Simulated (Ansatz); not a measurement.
# C2H9InO2: basis-set convergence

The task here is to estimate one member of a computed series from the others.

Program: Ansatz 0.2.0, Gaussian basis. Level of theory: one geometry, several basis sets. These are calculated values, not measurements.

The runs, in order: PBE0-D4/def2-SVP; ωB97M-V/def2-SVP; PBE0-D4/def2-QZVPP; ωB97M-V/def2-QZVPP; the functionals' def2-TZVPP values are taken from earlier runs.

## The relaxed structure

An earlier PBE0-D4 in a triple-zeta def2 set relaxation fixed the geometry. In takes the def2 core potential; no spin-orbit term is included.

SMILES `[CH3][In-]([CH3])([OH])[OH2+]`, 14 atoms, charge 0, spin multiplicity 1.

Atoms are counted from 1 here; the program's logs count them from 0.

Bond lengths: C1–In2 2.142 Å, C1–H6 1.091 Å, C1–H7 1.092 Å, C1–H8 1.090 Å, In2–C3 2.141 Å, In2–O4 2.081 Å, In2–O5 2.399 Å, C3–H9 1.091 Å, C3–H10 1.091 Å, C3–H11 1.091 Å, O4–H12 0.958 Å, O5–H13 0.999 Å, O5–H14 0.961 Å. Angles: In2–C1–H6 108.7°, In2–C1–H7 110.1°, In2–C1–H8 111.7°, H6–C1–H7 108.6°, H6–C1–H8 109.0°, H7–C1–H8 108.6°, C1–In2–C3 138.8°, C1–In2–O4 111.3°, C1–In2–O5 104.6°, C3–In2–O4 108.2°, C3–In2–O5 100.1°, O4–In2–O5 68.7°, In2–C3–H9 110.9°, In2–C3–H10 110.9°, In2–C3–H11 108.9°, H9–C3–H10 108.1°, H9–C3–H11 108.6°, H10–C3–H11 109.3° and more.

The first run:

The input, in.yaml:

```yaml
crystal:
  periodic: [false, false, false]
  atoms:
    - {symbol: C, position_ang: [-1.836681, 1.249669, 0.427304]}
    - {symbol: In, position_ang: [-0.242199, -0.156877, 0.166321]}
    - {symbol: C, position_ang: [1.041324, -1.378053, 1.367790]}
    - {symbol: O, position_ang: [-0.178009, -0.870763, -1.787544]}
    - {symbol: O, position_ang: [1.394659, 1.018350, -1.136249]}
    - {symbol: H, position_ang: [-1.679514, 2.087422, -0.253740]}
    - {symbol: H, position_ang: [-2.792882, 0.780701, 0.188076]}
    - {symbol: H, position_ang: [-1.879550, 1.626304, 1.449493]}
    - {symbol: H, position_ang: [0.459085, -2.021827, 2.028758]}
    - {symbol: H, position_ang: [1.698734, -0.763256, 1.984809]}
    - {symbol: H, position_ang: [1.645512, -2.006768, 0.712597]}
    - {symbol: H, position_ang: [-0.969457, -0.748255, -2.313847]}
    - {symbol: H, position_ang: [1.005438, 0.365311, -1.784212]}
    - {symbol: H, position_ang: [2.320541, 0.788641, -1.020858]}
basis:
  gaussian: {orbitals: def2-SVP}
hamiltonian: {xc: pbe0, dispersion: d4}
output: {orbitals: {seedname: orbitals}}
```

Command:

```console
ansatz run in.yaml --threads 4 --pin off --events-out ev --progress --plain --max-ram 11315MiB
```

Steps of the session up to this table: PBE0-D4 in def2-SVP; ωB97M-V in def2-SVP; PBE0-D4 in def2-QZVPP; ωB97M-V in def2-QZVPP.

One table of the session follows, with a row left open; its other results are not shown here.

It belongs to the step «Functionals by basis». 

| functional | basis | HOMO (eV) | LUMO (eV) |
| --- | --- | --- | --- |
| PBE0-D4 | def2-SVP | ? | ? |
| PBE0-D4 | def2-TZVPP | -7.22 | -0.04 |
| PBE0-D4 | def2-QZVPP | -7.24 | -0.28 |
| ωB97M-V | def2-SVP | -9.28 | 1.79 |
| ωB97M-V | def2-TZVPP | -9.41 | 1.08 |
| ωB97M-V | def2-QZVPP | -9.43 | 0.79 |

Q: Estimate the row for PBE0-D4, def2-SVP from the others.

**Answer.** HOMO (eV): -7.07; LUMO (eV): 0.29. In the column «HOMO (eV)» it is the highest.
